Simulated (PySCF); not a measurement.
# O3Si3: relaxation and vibrations and intensities, part 2 of 2

The task, for O3Si3: 2 runs in a chain (relaxation and vibrations and intensities).

PySCF 2.14.0; relaxation, pbe0, def2-tzvp, and further levels as typed in the inputs.

## (3) Vibrations and intensities: vibrations and intensities, pbe0, def2-tzvp

It takes the final geometry of step 2.

The input, run.py:

```python
from pyscf import gto, dft
from pyscf.hessian import thermo
import numpy as np
mol = gto.M(atom="mol.xyz", basis="def2-tzvp", charge=1, spin=1, verbose=4)
mf = dft.UKS(mol, xc="pbe0").density_fit().run(conv_tol=1e-9)
for i in range(6):  # look for a lower solution of the same spin
    mo, _, ok, _ = mf.stability(return_status=True)
    if ok: break
    mf.kernel(mf.make_rdm1(mo, mf.mo_occ))
print(f"converged SCF energy = {mf.e_tot:.10f}, stable: {ok}")
mol.verbose = 0; x = mol.atom_coords(); n = x.size; h = np.zeros((n, n + 3))
def point(d):  # for finite differences of the forces
    m = mol.set_geom_(x + d.reshape(-1, 3), unit="Bohr", inplace=False); s = dft.UKS(m, xc="pbe0").density_fit()
    s.grids.level = 4
    s.run(mf.make_rdm1(), conv_tol=1e-10); g = s.nuc_grad_method(); g.grid_response = True
    return np.append(g.kernel(), s.dip_moment(unit="AU", verbose=0))
for k in range(n): d = np.zeros(n); d[k] = 0.01; h[k] = (point(d) - point(-d)) / 0.02
H = (h[:, :n] + h[:, :n].T) / 2
f = thermo.harmonic_analysis(mol, H.reshape(mol.natm, 3, mol.natm, 3).transpose(0, 2, 1, 3))
print("harmonic vibrations: frequency (1/cm), infrared intensity (km/mol)")
for w, q in zip(f["freq_wavenumber"], f["norm_mode"]): t = q.ravel() @ h[:, n:]; print(f"  {w.real - w.imag:9.2f} {974.88 * t @ t:9.2f}")
```

The run is started by

```console
python run.py
```

Output:

```text
[INPUT] num. atoms = 6
[INPUT] num. electrons = 65
[INPUT] charge = 1
[INPUT] spin (= nelec alpha-beta = 2S) = 1
[INPUT] symmetry False subgroup None
[INPUT] Mole.unit = angstrom
[INPUT] Symbol           X                Y                Z      unit          X                Y                Z       unit  Magmom
[INPUT]  1 Si     1.700253220000   0.004404240000   0.026544680000 AA    3.213012928210   0.008322807387   0.050162175264 Bohr   0.0
[INPUT]  2 O      0.853240770000   1.353700450000   0.021085710000 AA    1.612391373613   2.558123105200   0.039846217042 Bohr   0.0
[INPUT]  3 Si    -0.879219310000   1.592299800000  -0.000855350000 AA   -1.661483699329   3.009010530200  -0.001616377241 Bohr   0.0
[INPUT]  4 O     -1.318314060000  -0.000964590000  -0.004780370000 AA   -2.491252519563  -0.001822810922  -0.009033590074 Bohr   0.0
[INPUT]  5 Si    -0.873130180000  -1.592630610000  -0.021273460000 AA   -1.649976911292  -3.009635670499  -0.040201013122 Bohr   0.0
[INPUT]  6 O      0.858275780000  -1.348131180000   0.003919870000 AA    1.621906163547  -2.547598710187   0.007407480744 Bohr   0.0

nuclear repulsion = 408.28211651971
number of shells = 72
number of NR pGTOs = 327
number of NR cGTOs = 204
basis = def2-tzvp
ecp = {}

******** <class 'pyscf.df.df_jk.DFUKS'> ********
method = DFUKS
initial guess = minao
damping factor = 0
level_shift factor = 0
DIIS = <class 'pyscf.scf.diis.CDIIS'>
diis_start_cycle = 1
diis_space = 8
diis_damp = 0
SCF conv_tol = 1e-09
SCF conv_tol_grad = None
SCF max_cycles = 50
direct_scf = False
number electrons alpha = 33  beta = 32
XC library pyscf.dft.libxc version 7.0.0
    S. Lehtola, C. Steigemann, M. J.T. Oliveira, and M. A.L. Marques.,  SoftwareX 7, 1–5 (2018)
XC functionals = pbe0
    C. Adamo and V. Barone.,  J. Chem. Phys. 110, 6158 (1999)
    M. Ernzerhof and G. E. Scuseria.,  J. Chem. Phys. 110, 5029 (1999)
radial grids:
    Treutler-Ahlrichs [JCP 102, 346 (1995); DOI:10.1063/1.469408] (M4) radial grids

becke partition: Becke, JCP 88, 2547 (1988); DOI:10.1063/1.454033
pruning grids: <function nwchem_prune at 0xe5c28c9d0180>
grids dens level: 3
symmetrized grids: False
atomic radii adjust function: <function treutler_atomic_radii_adjust at 0xe5c28c9d0860>
small_rho_cutoff = 0
Set gradient conv threshold to 3.16228e-05
tot grids = 99792
******** <class 'pyscf.df.df.DF'> ********
auxbasis = def2-tzvp-jkfit
init E= -1094.54138793149
[... the frontier-level lines of each cycle are left out ...]


cycle= 1 E= -1093.26801170666  delta_E= 1.27  |g|= 0.889  |ddm|= 1.74
cycle= 2 E= -1092.40790198404  delta_E= 0.86  |g|= 1.68  |ddm|= 1.34
cycle= 3 E= -1093.53515783368  delta_E= -1.13  |g|= 0.18  |ddm|= 0.962
cycle= 4 E= -1093.54609750068  delta_E= -0.0109  |g|= 0.117  |ddm|= 0.225
cycle= 5 E= -1093.55110586417  delta_E= -0.00501  |g|= 0.0329  |ddm|= 0.0768
cycle= 6 E= -1093.55155472238  delta_E= -0.000449  |g|= 0.00748  |ddm|= 0.0346
cycle= 7 E= -1093.55159265282  delta_E= -3.79e-05  |g|= 0.00225  |ddm|= 0.011
cycle= 8 E= -1093.55160091424  delta_E= -8.26e-06  |g|= 0.00122  |ddm|= 0.00737
cycle= 9 E= -1093.55160244874  delta_E= -1.53e-06  |g|= 0.000265  |ddm|= 0.00256
cycle= 10 E= -1093.55160253694  delta_E= -8.82e-08  |g|= 7.14e-05  |ddm|= 0.000726
cycle= 11 E= -1093.551602541  delta_E= -4.07e-09  |g|= 5.62e-05  |ddm|= 0.000156
cycle= 12 E= -1093.55160254181  delta_E= -8.1e-10  |g|= 3.5e-05  |ddm|= 4.57e-05
cycle= 13 E= -1093.5516025425  delta_E= -6.82e-10  |g|= 4.67e-06  |ddm|= 3.98e-05
Extra cycle  E= -1093.55160254252  delta_E= -2.84e-11  |g|= 6.07e-06  |ddm|= 1.25e-05
converged SCF energy = -1093.55160254252  <S^2> = 0.75507391  2S+1 = 2.0050675
uhf_internal: lowest eigs of H = [0.09020918 0.10245218 0.11822381]
<class 'pyscf.df.df_jk.DFUKS'> wavefunction is stable in the internal stability analysis
converged SCF energy = -1093.5516025425, stable: True
harmonic vibrations: frequency (1/cm), infrared intensity (km/mol)
     121.44      0.25
     133.42      0.00
     232.35     17.06
     276.79      4.40
     283.52     14.97
     491.78     14.51
     541.93      1.33
     561.95     49.25
     609.01     62.69
     891.07     27.69
     894.97     76.50
     983.60     85.64
```

Wall time 60 min (2 threads of Arm Neoverse N1, shared host).

Harmonic frequencies from the force constants, with isotope-averaged masses (PySCF's default) and rigid motions projected out (i: imaginary):

```tsv
mode	cm⁻¹	IR (km/mol)
1	121	0.2
2	133	0.0
3	232	17.1
4	277	4.4
5	284	15.0
6	492	14.5
7	542	1.3
8	562	49.2
9	609	62.7
10	891	27.7
11	895	76.5
12	984	85.6
```

## (4) The runs side by side

This closing draws on all 2 parts.

```
                     quantity            value
harmonic frequencies (step 3)  121 to 984 cm⁻¹
   zero-point energy (step 3)         0.373 eV
```

**Reading.** In step 3 all modes are real: a minimum.
